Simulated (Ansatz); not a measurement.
# CHGa2: the cost of one run

Computed with Ansatz 0.2.0, Gaussian basis. Level: cc-pVTZ, core rule «outside noble gas», up to 29 orbitals frozen.

The runs, in order: UHF; CCSD(T) on ROHF; CCSD(T) on UHF; BCCD(T) on ROHF; CCSDT(Q) on ROHF; CCSDT(Q) on UHF.

3 further runs of the same task are left out: 3 set aside as unsound or not needed. Runs told in other sessions of the task aren't counted.

**1. The system**

The geometry is a PBE0/def2-TZVP stationary point (not a proven minimum) of the parent state, kept for this charge and spin. No spin-orbit coupling is included. The filled d shell of Ga may be among the frozen orbitals whatever the setting's name suggests.

4 atoms, charge 1, spin multiplicity 5.

Atoms are counted from 1 here; the program's logs count them from 0.

Bond lengths: Ga1–C2 2.021 Å, C2–Ga3 2.001 Å, Ga3–H4 1.615 Å. Angles: Ga1–C2–Ga3 175.9°, C2–Ga3–H4 115.6°.

**2. UHF**

File in.yaml:

```yaml
crystal:
  periodic: [false, false, false]
  atoms:
    - {symbol: Ga, position_ang: [-0.000039, -0.311616, 2.680606]}
    - {symbol: C, position_ang: [0.000076, -0.414160, 0.662323]}
    - {symbol: Ga, position_ang: [-0.000040, -0.372809, -1.338163]}
    - {symbol: H, position_ang: [0.000002, 1.098586, -2.004765]}
basis:
  gaussian: {orbitals: cc-pVTZ}
total_charge: 1
magnetization: {spin_polarized: true, initial_magnetization: 4}
hamiltonian: {xc: hf}
output: {orbitals: {seedname: orbitals}}
```

Command:

```console
$ ansatz run in.yaml --threads 1 --pin off --events-out ev --progress --plain --max-ram 2816MiB --backend cpu
```

**Question.** How long does this run take on 1 thread of AMD EPYC 7R13, shared host, and how much memory does it need?

About 10 s, with a peak of 0.36 GiB.
